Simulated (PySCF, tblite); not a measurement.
**C₇H₁₃O₂P: geometry, infrared bands and NMR shifts**

What infrared bands and NMR shifts should C₇H₁₃O₂P (`C=CP(CCC)C(=O)OC`) show?

Computed with tblite 0.8.0 and PySCF 2.14.0, with density-fitted response routines of our own, on a single molecule in the gas phase. Atoms count from 0, in the outputs and in this text.

## Step 1: The starting structure

23 atoms, charge 0, multiplicity 1; geometry from: force field or distance geometry start.

Bonds of the start (Å): C0–C1 1.33, C1–P2 1.82, P2–C3 1.83, C3–C4 1.50, C4–C5 1.51, P2–C6 1.85, C6–O7 1.24, C6–O8 1.39, O8–C9 1.39, C0–H10 1.08, C0–H11 1.11, C1–H12 1.10, C3–H13 1.14, C3–H14 1.12, C4–H15 1.13, C4–H16 1.10, C5–H17 1.09, C5–H18 1.13, C5–H19 1.12, C9–H20 1.12, C9–H21 1.10, C9–H22 1.13.

## Step 2: Optimising the geometry with GFN2-xTB

The job: settings as JSON, then the geometry in Å.

```
{"job": {"kind": "relax", "xc": "GFN2-xTB", "basis": "xTB"}, "charge": 0, "multiplicity": 1}
C      0.754000    -3.087000    -0.538700
C      1.109200    -1.853700    -0.872900
P     -0.009100    -0.426900    -0.772500
C     -0.850700    -0.254000     0.844900
C     -2.331200    -0.468900     0.851100
C     -2.957700     0.550700    -0.065600
C      1.094500     1.052900    -0.932400
O      0.995000     1.886000    -1.839200
O      2.069600     1.166900     0.055200
C      2.995800     2.206300     0.123100
H      1.464000    -3.892000    -0.614100
H     -0.292000    -3.250600    -0.198100
H      2.154900    -1.741100    -1.186600
H     -0.420700    -0.953000     1.629600
H     -0.664400     0.770900     1.251000
H     -2.688400    -0.235300     1.893600
H     -2.645300    -1.497600     0.644400
H     -2.869600     0.325700    -1.130400
H     -2.533100     1.574500     0.164700
H     -4.045400     0.644200     0.188900
H      2.519200     3.066900     0.664000
H      3.257800     2.566900    -0.883100
H      3.888800     1.875400     0.733300
```

The run is started by

```bash
OMP_NUM_THREADS=1 python probes_run.py task.json out
```

The driver reads the jobs from task.json and runs them one after another.

Standard output:

```text
step      E/eV     max force
  0    -876.00883    3.060
  1    -876.41318    3.428
  2    -876.52544    1.481
  3    -876.60079    0.681
  4    -876.66837    0.664
  5    -876.69902    0.592
  6    -876.73130    0.519
  7    -876.75717    0.337
  8    -876.78154    0.377
  9    -876.80240    0.386
 10    -876.82133    0.459
 11    -876.83412    0.337
 12    -876.84398    0.262
 13    -876.85315    0.278
 14    -876.86150    0.236
 15    -876.86845    0.246
 16    -876.87433    0.186
 17    -876.87969    0.174
 18    -876.88467    0.161
 19    -876.88911    0.158
 20    -876.89314    0.156
 21    -876.89750    0.194
 22    -876.90261    0.185
 23    -876.90800    0.221
 24    -876.91293    0.188
 25    -876.91705    0.143
 26    -876.92056    0.136
 27    -876.92417    0.147
 28    -876.92811    0.154
 29    -876.93181    0.121
 30    -876.93468    0.109
 31    -876.93665    0.093
 32    -876.93799    0.088
 33    -876.93920    0.073
 34    -876.94046    0.081
 35    -876.94157    0.062
 36    -876.94245    0.068
 37    -876.94323    0.067
 38    -876.94403    0.071
 39    -876.94488    0.070
 40    -876.94571    0.076
 41    -876.94655    0.083
 42    -876.94759    0.080
 43    -876.94893    0.087
 44    -876.95050    0.088
 45    -876.95209    0.083
 46    -876.95353    0.088
 47    -876.95493    0.081
 48    -876.95659    0.099
 49    -876.95854    0.104
 50    -876.96043    0.098
 51    -876.96189    0.079
 52    -876.96295    0.058
 53    -876.96382    0.058
 54    -876.96457    0.055
 55    -876.96517    0.057
 56    -876.96565    0.044
 57    -876.96606    0.046
 58    -876.96648    0.073
 59    -876.96700    0.069
 60    -876.96773    0.068
 61    -876.96837    0.054
 62    -876.96909    0.056
 63    -876.97026    0.075
 64    -876.97184    0.095
 65    -876.97385    0.102
 66    -876.97596    0.096
 67    -876.97787    0.097
 68    -876.97947    0.084
 69    -876.98090    0.105
 70    -876.98172    0.131
 71    -876.98329    0.094
 72    -876.98444    0.061
 73    -876.98578    0.068
 74    -876.98695    0.076
 75    -876.98832    0.081
 76    -876.98952    0.082
 77    -876.99074    0.077
 78    -876.99178    0.081
 79    -876.99257    0.099
 80    -876.99348    0.058
 81    -876.99460    0.055
 82    -876.99549    0.075
 83    -876.99663    0.095
 84    -876.99761    0.073
 85    -876.99827    0.054
 86    -876.99870    0.051
 87    -876.99922    0.051
 88    -876.99965    0.047
 89    -877.00004    0.049
 90    -877.00043    0.052
 91    -877.00085    0.041
 92    -877.00123    0.037
 93    -877.00159    0.042
 94    -877.00202    0.047
 95    -877.00261    0.056
 96    -877.00330    0.054
 97    -877.00392    0.067
 98    -877.00452    0.067
 99    -877.00515    0.064
100    -877.00595    0.067
101    -877.00710    0.072
102    -877.00876    0.081
103    -877.01099    0.114
104    -877.01200    0.336
105    -877.01533    0.169
106    -877.01780    0.187
107    -877.02279    0.340
108    -877.02827    0.188
109    -877.03550    0.293
110    -877.04329    0.754
111    -877.04425    0.187
112    -877.05165    0.195
113    -877.05660    0.812
114    -877.06285    0.342
115    -877.07061    0.145
116    -877.07682    0.677
117    -877.08154    0.163
118    -877.08443    0.123
119    -877.08790    0.460
120    -877.09090    0.185
121    -877.09424    0.123
122    -877.09627    0.102
123    -877.09787    0.117
124    -877.10012    0.111
125    -877.10179    0.188
126    -877.10395    0.189
127    -877.10605    0.245
128    -877.10886    0.258
129    -877.11118    0.213
130    -877.11413    0.235
131    -877.11728    0.168
132    -877.11794    0.540
133    -877.12271    0.135
134    -877.12543    0.130
135    -877.13129    0.138
136    -877.13378    0.141
137    -877.13701    0.109
138    -877.13891    0.080
139    -877.14040    0.185
140    -877.14129    0.144
141    -877.14270    0.075
142    -877.14397    0.133
143    -877.14511    0.146
144    -877.14683    0.090
145    -877.14878    0.107
146    -877.15107    0.090
147    -877.15283    0.195
148    -877.15434    0.192
149    -877.15583    0.083
150    -877.15728    0.144
151    -877.15847    0.150
152    -877.15924    0.073
153    -877.15988    0.083
154    -877.16022    0.034
155    -877.16068    0.051
156    -877.16123    0.050
157    -877.16171    0.055
158    -877.16221    0.059
159    -877.16281    0.068
160    -877.16363    0.099
161    -877.16453    0.115
162    -877.16553    0.089
163    -877.16640    0.064
164    -877.16719    0.060
165    -877.16781    0.062
166    -877.16864    0.071
167    -877.16944    0.063
168    -877.17037    0.127
169    -877.17108    0.049
170    -877.17188    0.057
171    -877.17258    0.064
172    -877.17358    0.077
173    -877.17469    0.079
174    -877.17581    0.081
175    -877.17683    0.064
176    -877.17795    0.086
177    -877.17907    0.068
178    -877.17994    0.068
179    -877.18039    0.038
180    -877.18078    0.038
181    -877.18113    0.038
182    -877.18150    0.040
183    -877.18193    0.038
184    -877.18248    0.043
185    -877.18314    0.057
186    -877.18388    0.065
187    -877.18464    0.061
188    -877.18541    0.055
189    -877.18617    0.047
190    -877.18679    0.045
191    -877.18724    0.042
192    -877.18752    0.042
193    -877.18771    0.030
194    -877.18786    0.022
195    -877.18796    0.017
196    -877.18804    0.017
197    -877.18813    0.021
198    -877.18824    0.025
199    -877.18840    0.027
200    -877.18859    0.025
201    -877.18880    0.036
202    -877.18903    0.039
203    -877.18931    0.043
204    -877.18962    0.035
205    -877.18995    0.035
206    -877.19027    0.038
207    -877.19060    0.046
208    -877.19090    0.039
209    -877.19113    0.031
210    -877.19128    0.026
211    -877.19140    0.032
212    -877.19150    0.037
213    -877.19161    0.027
214    -877.19169    0.019
215    -877.19179    0.016
216    -877.19186    0.015
217    -877.19192    0.013
218    -877.19196    0.012
219    -877.19200    0.011
220    -877.19203    0.010
221    -877.19206    0.015
222    -877.19208    0.016
223    -877.19211    0.022
224    -877.19215    0.023
225    -877.19218    0.024
226    -877.19222    0.021
227    -877.19227    0.019
228    -877.19235    0.019
229    -877.19247    0.024
230    -877.19260    0.025
231    -877.19273    0.026
232    -877.19286    0.028
233    -877.19299    0.029
234    -877.19312    0.024
235    -877.19321    0.021
236    -877.19326    0.016
237    -877.19330    0.012
238    -877.19334    0.010
239    -877.19336    0.008
```

Wall time 3.8 s (1 thread of Arm Neoverse N1, shared host).

Relaxation path: (not every step is listed)

| step | energy from step 0 (eV) | largest force (eV/Å) |
| --- | --- | --- |
| 0 | 0.0000 | 3.0604 |
| 1 | -0.4044 | 3.4279 |
| 2 | -0.5166 | 1.4813 |
| 3 | -0.5920 | 0.6813 |
| 4 | -0.6595 | 0.6635 |
| 5 | -0.6902 | 0.5924 |
| 6 | -0.7225 | 0.5195 |
| 7 | -0.7483 | 0.3365 |
| 8 | -0.7727 | 0.3766 |
| 30 | -0.9258 | 0.1094 |
| 52 | -0.9541 | 0.0583 |
| 74 | -0.9781 | 0.0762 |
| 96 | -0.9945 | 0.0538 |
| 118 | -1.0756 | 0.1231 |
| 140 | -1.1325 | 0.1444 |
| 162 | -1.1567 | 0.0886 |
| 184 | -1.1737 | 0.0427 |
| 206 | -1.1814 | 0.0384 |
| 228 | -1.1835 | 0.0189 |
| 234 | -1.1843 | 0.0244 |
| 235 | -1.1844 | 0.0206 |
| 236 | -1.1844 | 0.0156 |
| 237 | -1.1845 | 0.0119 |
| 238 | -1.1845 | 0.0104 |
| 239 | -1.1845 | 0.0079 |

Close pairs (by a distance rule), those that changed most:

| bond | before (Å) | after (Å) | change (Å) |
| --- | --- | --- | --- |
| C6–O8 | 1.393 | 1.330 | -0.063 |
| C5–H18 | 1.132 | 1.088 | -0.045 |
| C3–H13 | 1.135 | 1.094 | -0.042 |
| C9–H22 | 1.131 | 1.092 | -0.039 |
| C0–H11 | 1.112 | 1.077 | -0.035 |
| C5–H19 | 1.121 | 1.087 | -0.034 |
| C6–O7 | 1.235 | 1.202 | -0.033 |
| C4–H15 | 1.126 | 1.093 | -0.033 |

The next job starts from the end point, and lists it.

## Step 3: Infrared spectrum with GFN2-xTB

The job: settings as JSON, then the geometry in Å.

```
{"job": {"kind": "ir", "xc": "GFN2-xTB", "basis": "xTB"}, "charge": 0, "multiplicity": 1}
C      0.663986    -2.622437    -0.005485
C      0.997206    -1.492206    -0.608452
P     -0.019004     0.011682    -0.705687
C     -1.033824    -0.057944     0.851494
C     -2.435725    -0.615395     0.618156
C     -3.257037     0.299076    -0.278408
C      1.276631     1.169672    -0.075186
O      1.127395     1.960644     0.817651
O      2.359619     1.060119    -0.839121
C      3.451959     1.935909    -0.576604
H      1.305689    -3.488194    -0.041254
H     -0.252862    -2.737598     0.548089
H      1.911984    -1.420082    -1.184475
H     -0.495532    -0.645969     1.600628
H     -1.099751     0.973279     1.210580
H     -2.936068    -0.728727     1.583662
H     -2.372516    -1.604711     0.158584
H     -2.751466     0.431938    -1.233844
H     -3.378875     1.275999     0.183607
H     -4.241611    -0.124379    -0.462537
H      3.089892     2.851858    -0.106916
H      3.922735     2.152551    -1.533358
H      4.162423     1.441898     0.088955
```

Standard output:

```text
mode    cm-1     km/mol
  1      15.7      0.05
  2      37.8      0.19
  3      44.5      3.05
  4      77.5      0.32
  5     102.5      0.54
  6     116.5      1.82
  7     137.9      0.91
  8     172.2      1.52
  9     206.9      0.61
 10     229.9      3.22
 11     250.4      8.18
 12     283.9      0.43
 13     340.5     15.97
 14     371.6      0.56
 15     409.6      1.87
 16     480.2      5.60
 17     533.8     15.57
 18     624.8     12.91
 19     668.9      9.36
 20     721.4     26.27
 21     798.6     18.59
 22     805.0     10.01
 23     847.9      2.97
 24     885.4     11.75
 25     942.5      3.73
 26     976.3     23.69
 27     998.7      4.61
 28    1000.6     16.49
 29    1033.3     15.38
 30    1060.5      0.76
 31    1099.3    279.74
 32    1117.5      7.36
 33    1118.9     46.91
 34    1158.4     64.84
 35    1190.4      2.35
 36    1234.4      1.15
 37    1236.0     14.47
 38    1272.4      2.45
 39    1340.0      2.71
 40    1378.6     11.86
 41    1395.8      1.59
 42    1412.1      4.71
 43    1429.3      1.92
 44    1444.2      9.00
 45    1459.1      6.39
 46    1487.7      0.09
 47    1494.1      3.65
 48    1497.8      2.17
 49    1649.7      8.09
 50    1752.0    410.59
 51    2936.6     12.60
 52    2951.6     10.94
 53    2957.7     34.31
 54    2973.6     27.52
 55    2981.6     17.37
 56    2994.2     10.48
 57    3017.4     46.77
 58    3028.1      9.78
 59    3033.8      6.09
 60    3036.4     42.72
 61    3039.0     29.33
 62    3089.8     19.77
 63    3116.7     27.20
```

It took 1.9 s on 1 thread of Arm Neoverse N1, shared host.

The strongest bands and the atoms that carry them (share of the mass-weighted mode):

| cm⁻¹ | km/mol | atoms |
| --- | --- | --- |
| 1099 | 279.7 | O8 30 %, C6 26 %, C9 16 %, H22 12 % |
| 1119 | 46.9 | H22 20 %, H21 18 %, C4 12 %, C9 11 % |
| 1158 | 64.8 | O8 29 %, H20 26 %, H21 15 %, C9 13 % |
| 1752 | 410.6 | C6 62 %, O7 37 % |
| 2958 | 34.3 | H15 51 %, H14 25 %, H16 12 % |
| 3017 | 46.8 | H17 91 % |
| 3036 | 42.7 | H19 47 %, H18 43 % |
| 3039 | 29.3 | H18 49 %, H19 46 % |

## Step 4: Shielding tensors: PBE0/pcSseg-1

The job, as its differences from that of step 3:

```diff
@@ -1,2 +1,2 @@
-{"job": {"kind": "ir", "xc": "GFN2-xTB", "basis": "xTB"}, "charge": 0, "multiplicity": 1}
+{"job": {"kind": "nmr", "xc": "PBE0", "basis": "pcSseg-1"}, "charge": 0, "multiplicity": 1}
 C      0.663986    -2.622437    -0.005485
```

With the program's defaults for keys left out, this is: GIAO PBE0/pcSseg-1 NMR shielding, non-relativistic, gas phase.

Standard output:

```text
coarse grid: 19464 points
cycle   1  E = -765.4188895241  dE =  1.309e+00  |g| = 9.107e-01  |ddm| = 4.260e+00
cycle   2  E = -765.0575672699  dE =  3.613e-01  |g| = 1.654e+00  |ddm| = 1.735e+00
cycle   3  E = -765.5647958993  dE = -5.072e-01  |g| = 3.036e-01  |ddm| = 1.319e+00
cycle   4  E = -765.5820649104  dE = -1.727e-02  |g| = 9.203e-02  |ddm| = 2.679e-01
cycle   5  E = -765.5834185965  dE = -1.354e-03  |g| = 2.632e-02  |ddm| = 6.608e-02
cycle   6  E = -765.5835639678  dE = -1.454e-04  |g| = 6.129e-03  |ddm| = 2.339e-02
cycle   7  E = -765.5835724365  dE = -8.469e-06  |g| = 1.577e-03  |ddm| = 7.261e-03
final grid: 182640 points
cycle   8  E = -765.6665808051  dE = -4.184e-05  |g| = 1.594e-02  |ddm| = 3.777e-02
cycle   9  E = -765.6665287479  dE =  5.206e-05  |g| = 2.298e-02  |ddm| = 2.649e-02
cycle  10  E = -765.6666319139  dE = -1.032e-04  |g| = 3.070e-03  |ddm| = 1.650e-02
cycle  11  E = -765.6666336644  dE = -1.750e-06  |g| = 5.628e-04  |ddm| = 2.282e-03
cycle  12  E = -765.6666337186  dE = -5.424e-08  |g| = 2.261e-04  |ddm| = 6.411e-04
cycle  13  E = -765.6666337288  dE = -1.012e-08  |g| = 4.214e-05  |ddm| = 1.888e-04
cycle  14  E = -765.6666337291  dE = -3.977e-10  |g| = 1.534e-05  |ddm| = 6.589e-05
converged SCF energy = -765.6666337291

GIAO shielding tensors (ppm)
atom      isotropic    diamagn.    paramagn.     s11        s22        s33       span
  0 C       62.003     255.701    -193.698    -52.196     65.980    172.225    224.421
  1 C       38.170     264.537    -226.367    -74.925     37.425    152.009    226.934
  2 P      353.562     970.492    -616.930    298.388    349.991    412.306    113.918
  3 C      152.693     256.504    -103.812    143.214    155.052    159.812     16.599
  4 C      164.004     249.021     -85.018    157.401    163.794    170.816     13.415
  5 C      170.781     247.788     -77.007    157.337    169.322    185.683     28.346
  6 C        1.115     262.083    -260.968    -94.020     32.440     64.925    158.944
  7 O     -113.042     404.657    -517.698   -440.921   -207.427    309.224    750.145
  8 O      140.952     404.921    -263.969    -45.353    223.014    245.196    290.549
  9 C      135.077     241.402    -106.325     98.223    124.452    182.556     84.333
 10 H       25.817      29.445      -3.627     23.084     24.460     29.909      6.825
 11 H       26.004      34.046      -8.042     23.254     23.750     31.008      7.754
 12 H       24.629      33.258      -8.628     22.472     23.276     28.141      5.669
 13 H       29.322      35.932      -6.610     25.230     28.987     33.750      8.520
 14 H       29.411      35.389      -5.978     23.788     29.871     34.575     10.787
 15 H       29.786      30.353      -0.567     24.350     28.234     36.774     12.423
 16 H       30.355      32.648      -2.293     24.836     30.468     35.763     10.927
 17 H       29.986      30.694      -0.708     24.435     31.085     34.439     10.004
 18 H       30.921      29.824       1.097     26.903     28.721     37.138     10.235
 19 H       30.585      27.227       3.359     25.857     27.563     38.336     12.480
 20 H       26.612      27.491      -0.879     22.388     25.904     31.544      9.156
 21 H       28.112      26.767       1.345     23.848     26.349     34.140     10.292
 22 H       28.261      27.672       0.589     23.602     26.270     34.911     11.309
```

Run time: 97 s. Hardware: 1 thread of Arm Neoverse N1, shared host; peak memory 1.1 GiB.

The references, computed at this level on geometries of the same kind, shield at (ppm): ¹H TMS 31.72, ¹³C TMS 186.9, ¹⁷O H2O 336.1, ³¹P H3PO4 318.4. Their shielding less the atom's gives the shift. The references are single molecules in the gas phase, so shifts against H2O, NH3, PH3, H3PO4 or CFCl3 are not on the usual liquid scales and can be off by tens of ppm. Atoms listed in one row are averaged.

| atoms | environment | σ (ppm) | δ (ppm) | δ scaled to CDCl3 |
| --- | --- | --- | --- | --- |
| C6 | carbonyl carbon | 1.1 | 185.8 | 179.4 |
| C1 | alkene CH | 38.2 | 148.8 | 143.3 |
| C0 | terminal =CH2 carbon | 62.0 | 124.9 | 120.0 |
| C9 | methyl carbon bonded to O | 135.1 | 51.8 | 48.7 |
| C3 | sp3 CH2 bonded to P | 152.7 | 34.2 | 31.5 |
| C4 | sp3 CH2 | 164.0 | 22.9 | 20.5 |
| C5 | methyl carbon | 170.8 | 16.1 | 13.8 |
| H12 | hydrogen on an alkene CH | 24.63 | 7.09 | 6.79 |
| H10 | hydrogen on a terminal =CH2 carbon | 25.82 | 5.90 | 5.67 |
| H11 | hydrogen on a terminal =CH2 carbon | 26.00 | 5.71 | 5.49 |
| H20, H21, H22 | hydrogen on a methyl carbon bonded to O | 27.66 | 4.06 | 3.93 |
| H13, H14 | hydrogen on an sp3 CH2 bonded to P | 29.37 | 2.35 | 2.32 |
| H15, H16 | hydrogen on an sp3 CH2 | 30.07 | 1.65 | 1.66 |
| H17, H18, H19 | hydrogen on a methyl carbon | 30.50 | 1.22 | 1.26 |
| P2 | phosphorus bonded to 3 C | 353.6 | -35.2 | – |
| O7 | ester carbonyl oxygen | -113.0 | 449.1 | – |
| O8 | ester alkoxy oxygen | 141.0 | 195.1 | – |

The scaled column applies a straight-line fit of computed shieldings to shifts measured in CDCl3 (root-mean-square error 0.16 ppm for H, 1.9 ppm for C).

The run also stored atomic charges by several schemes (e):

| atoms | Mulliken | IAO | Hirshfeld | ESP fit |
| --- | --- | --- | --- | --- |
| C0 | -0.15 | -0.31 | -0.10 | -0.36 |
| C1 | -0.42 | -0.33 | -0.10 | -0.03 |
| P2 | 0.47 | 0.49 | 0.17 | -0.31 |
| C3 | -0.46 | -0.43 | -0.11 | 0.16 |
| C4 | -0.26 | -0.24 | -0.07 | 0.12 |
| C5 | -0.28 | -0.42 | -0.12 | -0.02 |
| C6 | 0.32 | 0.34 | 0.16 | 0.68 |
| O7 | -0.41 | -0.46 | -0.25 | -0.50 |
| O8 | -0.47 | -0.34 | -0.09 | -0.29 |
| C9 | -0.05 | -0.22 | -0.03 | -0.19 |

Mayer bond orders: C0–C1 1.96, C1–P2 0.96, P2–C3 0.99, C3–C4 1.03, C4–C5 1.05, P2–C6 0.86, C6–O7 1.89, C6–O8 1.08, O8–C9 0.86.

## Step 5: Results

| quantity | value |
| --- | --- |
| strongest single infrared mode (GFN2-xTB) | 1752 cm⁻¹, 411 km/mol |
| zero-point energy (GFN2-xTB) | 116.5 kcal/mol |
| ¹³C shifts against TMS (PBE0/pcSseg-1) | 185.8, 148.8, 124.9, 51.8, 34.2, 22.9, 16.1 ppm |
| ¹H shifts against TMS (PBE0/pcSseg-1, means over atoms taken as alike) | 7.09, 5.90, 5.71, 4.06, 2.35, 1.65, 1.22 ppm |
| ³¹P shifts against H3PO4 (PBE0/pcSseg-1) | -35.2 ppm |
| ¹⁷O shifts against H2O (PBE0/pcSseg-1) | 449.1, 195.1 ppm |

What this shows: The optimisation took 239 steps and gained 1.185 eV; among the close pairs (by a distance rule), C6–O8 changed most, from 1.393 to 1.330 Å. No mode is imaginary among the 63: a minimum at this level. The strongest single mode, at 1752 cm⁻¹, moves mainly C6 and O7. Unscaled tight-binding wavenumbers are off by several per cent, some by more. Its intensities can rank the bands wrongly. The most deshielded hydrogen is H12 (hydrogen on an alkene CH), at 7.09 ppm: olefinic region. At PBE0/pcSseg-1: The widest tensor belongs to O7: span 750 ppm, with a paramagnetic part of -518 ppm.
